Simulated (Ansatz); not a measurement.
Crystal: Ba2Tl5V3O12.

```
CELL_PARAMETERS angstrom
4.23698 2.44622 6.12840
-4.23698 2.44622 6.12840
0.00000 -4.89244 6.12840
ATOMIC_POSITIONS crystal
Ba 0.50000 0.50000 0.50000
Ba 0.00000 0.00000 0.00000
V 0.50000 0.50000 0.00000
V 0.00000 0.50000 0.50000
V 0.50000 0.00000 0.50000
Tl 0.00000 0.00000 0.50000
Tl 0.50000 0.00000 0.00000
Tl 0.00000 0.50000 0.00000
Tl 0.74045 0.74045 0.74045
Tl 0.25955 0.25955 0.25955
O 0.71652 0.08089 0.41242
O 0.41242 0.71652 0.08089
O 0.08089 0.41242 0.71652
O 0.58757 0.91911 0.28348
O 0.91911 0.28348 0.58757
O 0.28348 0.58757 0.91911
O 0.28348 0.91911 0.58757
O 0.58757 0.28348 0.91911
O 0.91911 0.58757 0.28348
O 0.41242 0.08089 0.71652
O 0.08089 0.71652 0.41242
O 0.71652 0.41242 0.08089
```

The cell was built by a generator and needn't be a form met in nature.

Base run:

* Program: Ansatz 0.2.0
* Functional: PBE
* Potentials or basis: all-electron LAPW, scalar-relativistic
* Cutoff: 423 eV
* Density cutoff: 1690 eV
* Basis error allowed: 0.003 eV/atom
* k mesh: 4 × 4 × 4
* Occupations: fermi-dirac, width 0.05 eV
* Spin: collinear spin, ferromagnetic start
* Starting moments: [0.0, 0.0, 2.0, 2.0, 2.0, 0.0, 0.0, 0.0, 0.0, 0.0, 0.0, 0.0, 0.0, 0.0, 0.0, 0.0, 0.0, 0.0, 0.0, 0.0, 0.0, 0.0] μB

Its results: band gap on the k mesh none (metal or under the smearing width); pressure 0.0 GPa; net moment 1.10 μB per cell; site moments Ba +0.00, -0.00; V +0.28; Tl -0.00, +0.01; O -0.01 μB; largest force 0.016 eV/Å.

Q: The run is repeated on the same cell with these changes: k mesh from 4 × 4 × 4 to 3 × 3 × 3; hubbard terms from none to V d U = 3 eV. What comes out?

A: Band gap on the k mesh none (metal or under the smearing width); pressure 0.7 GPa; net moment 1.32 μB per cell; site moments Ba +0.00, -0.00; V +0.52; Tl -0.01, -0.00; O -0.05 μB; largest force 0.270 eV/Å.

Several settings changed at once, so the effect can't be laid on one alone.

Caveats: semilocal functionals often make such compounds metallic where correlation or magnetic order opens a gap, which also shifts bond lengths (some runs); the k mesh is thin for a metal, which can move the energy by tens of meV per atom (some runs); the magnetic state may not be the lowest (some runs); U is the effective U less J, on atomic orbitals that reach past the spheres (some runs).

Not every run made on this cell is shown here.
